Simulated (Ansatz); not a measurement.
Li2RuN2:

```
CELL_PARAMETERS angstrom
3.16423 0.00000 0.00000
-1.58212 2.74031 0.00000
0.00000 0.00000 5.21145
ATOMIC_POSITIONS crystal
Ru 0.00000 0.00000 0.00000
N 0.33333 0.66667 0.21301
N 0.66667 0.33333 0.78699
Li 0.33333 0.66667 0.63982
Li 0.66667 0.33333 0.36018
```

The cell comes from a database or a generator and needn't be the stable form of this composition.

| Item | Value |
| --- | --- |
| Program | Ansatz 0.2.0 |
| Task | relaxation of cell and atoms |
| Functional | PBEsol |
| Potentials or basis | Ansatz PAW |
| Cutoff | 420 eV (not typed: the program's choice for these potentials) |
| k mesh | 10 × 10 × 5 |
| Occupations | fermi-dirac, width 0.05 eV |
| Spin | no spin polarisation |

At the start: volume 9.04 Å³/atom.

Problem. Where does the relaxation end?

Solution. It ends after 8 steps and the volume is 8.67 Å³/atom (-4.1 %); space group P-3m1 (No. 164, to 0.05 Å).

Step by step:
| step | energy change (eV) | largest force (eV/Å) | volume (Å³) |
| --- | --- | --- | --- |
| 1 | 0.0000 | 0.4980 | 45.19 |
| 2 | -0.0594 | 0.0547 | 43.85 |
| 3 | -0.0636 | 0.0478 | 43.41 |
| 4 | -0.0639 | 0.0136 | 43.38 |
| 5 | -0.0640 | 0.0006 | 43.37 |
| 6 | -0.0597 | 0.0004 | 43.37 |
| 7 | -0.0598 | 0.0025 | 43.33 |
| 8 | -0.0597 | 0.0025 | 43.33 |

Final structure:
```
Ru N Li
1.0
     3.11539    0.00000    0.00000
    -1.55770    2.69801    0.00000
     0.00000    0.00000    5.15489
Ru N Li
1 2 2
Direct
  0.00000 0.00000 0.00000
  0.33333 0.66667 0.21075
  0.66667 0.33333 0.78925
  0.33333 0.66667 0.64080
  0.66667 0.33333 0.35920
```

Caveat: the plane-wave basis is chosen anew once the cell has moved, so the energies of steps on either side of that aren't comparable; the pressure holds a Pulay correction of +0.5 GPa for the finite cutoff; the PAW data sets come from PBE, with cores solved anew for the run's functional, which leaves a small shift of forces and pressure.
